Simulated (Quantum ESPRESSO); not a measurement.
Crystal: CoO.

```
Co O
1.0
     3.20192    0.00000    0.00000
    -1.60096    2.77295    0.00000
     0.00000    0.00000    4.46270
Co O
2 2
Direct
  0.00000 0.00000 0.00000
  0.00000 0.00000 0.50000
  0.33333 0.66667 0.25000
  0.66667 0.33333 0.75000
```

Measurements of this composition are mostly on another form, of space group No. 225.

Program: Quantum ESPRESSO 7.5. Alike in all runs: task single point; level LDA+U; potentials or basis GBRV 1.5 LDA; spin collinear, antiferromagnetic start; cell as given; k mesh 7 × 7 × 4; cutoff (eV) 762; smearing gaussian 0.05 eV.

Problem. Order these runs on this cell by their pressure, lowest first.
A. U Co d U = 8 eV
B. U Co d U = 2 eV
C. U Co d U = 6 eV
D. U Co d U = 1 eV
E. U Co d U = 5 eV

Solution. D (-19.5 GPa), B (-13.4 GPa), E (-9.5 GPa), C (-7.3 GPa), A (-2.4 GPa).
